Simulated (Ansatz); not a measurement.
# C4H10OSi: the cost of one run

Program: Ansatz 0.2.0. Level of theory: RKS revPBE/def2-SVP. These are calculated values, not measurements.

## 1. The structure to begin with

Bond lengths (14 of 15 bonds, heavy atoms first): C1–C2 1.351 Å, C2–O3 1.353 Å, O3–Si4 1.700 Å, Si4–C5 1.797 Å, Si4–C6 1.926 Å, C1–H7 1.068 Å, C1–H8 1.071 Å, C2–H9 1.041 Å, Si4–H10 1.498 Å, C5–H11 1.070 Å, C5–H12 1.134 Å, C5–H13 1.127 Å, C6–H14 1.119 Å, C6–H15 1.069 Å. Angles (14 of 25 angles, heavy atoms first): C1–C2–O3 130.1°, C2–O3–Si4 127.9°, O3–Si4–C5 113.8°, O3–Si4–C6 107.9°, C5–Si4–C6 110.1°, C1–C2–H9 122.3°, O3–C2–H9 107.6°, C2–C1–H7 118.3°, C2–C1–H8 121.3°, O3–Si4–H10 109.0°, C5–Si4–H10 110.6°, C6–Si4–H10 105.1°, Si4–C5–H11 110.1°, Si4–C5–H12 110.9°.

Coordinates:

```xyz
16

C    -1.1977   -2.3726   -0.5382
C    -0.6369   -1.5231   -1.4258
O     0.1878   -0.4699   -1.2217
Si    0.5818    0.2777    0.2538
C     1.9765    1.4051    0.1442
C    -0.9800    1.2163    0.8770
H    -1.8604   -3.1243   -0.9064
H    -1.0922   -2.2248    0.5171
H    -0.7506   -1.6382   -2.4538
H     0.8379   -0.7798    1.2830
H     2.8607    0.8709   -0.1336
H     2.1990    1.8737    1.1531
H     1.7457    2.2447   -0.5718
H    -1.8634    0.5455    1.0239
H    -1.2677    1.9737    0.1801
H    -0.7635    1.7025    1.8634
```

## 2. Relaxing end A

input.yaml reads:

```yaml
crystal:
  periodic: [false, false, false]
  atoms:
    - { symbol: C, position_ang: [-1.1977, -2.3726, -0.5382] }
    - { symbol: C, position_ang: [-0.6369, -1.5231, -1.4258] }
    - { symbol: O, position_ang: [0.1878, -0.4699, -1.2217] }
    - { symbol: Si, position_ang: [0.5818, 0.2777, 0.2538] }
    - { symbol: C, position_ang: [1.9765, 1.4051, 0.1442] }
    - { symbol: C, position_ang: [-0.98, 1.2163, 0.877] }
    - { symbol: H, position_ang: [-1.8604, -3.1243, -0.9064] }
    - { symbol: H, position_ang: [-1.0922, -2.2248, 0.5171] }
    - { symbol: H, position_ang: [-0.7506, -1.6382, -2.4538] }
    - { symbol: H, position_ang: [0.8379, -0.7798, 1.283] }
    - { symbol: H, position_ang: [2.8607, 0.8709, -0.1336] }
    - { symbol: H, position_ang: [2.199, 1.8737, 1.1531] }
    - { symbol: H, position_ang: [1.7457, 2.2447, -0.5718] }
    - { symbol: H, position_ang: [-1.8634, 0.5455, 1.0239] }
    - { symbol: H, position_ang: [-1.2677, 1.9737, 0.1801] }
    - { symbol: H, position_ang: [-0.7635, 1.7025, 1.8634] }
basis:
  gaussian: { orbitals: def2-SVP }
hamiltonian:
  xc: revpbe
relax:
  f_tol: 0.015
  max_steps: 40
output:
  orbitals: {}
```

Run with:

```sh
$ ansatz run input.yaml --threads 2 --pin off --max-ram 3072MiB --backend cpu --events-out ev --progress --plain --runs-dir out
```

Q: Estimate wall time and peak memory on 2 threads of Arm Neoverse V1, shared host.

About 28 s, with a peak of 0.18 GiB.
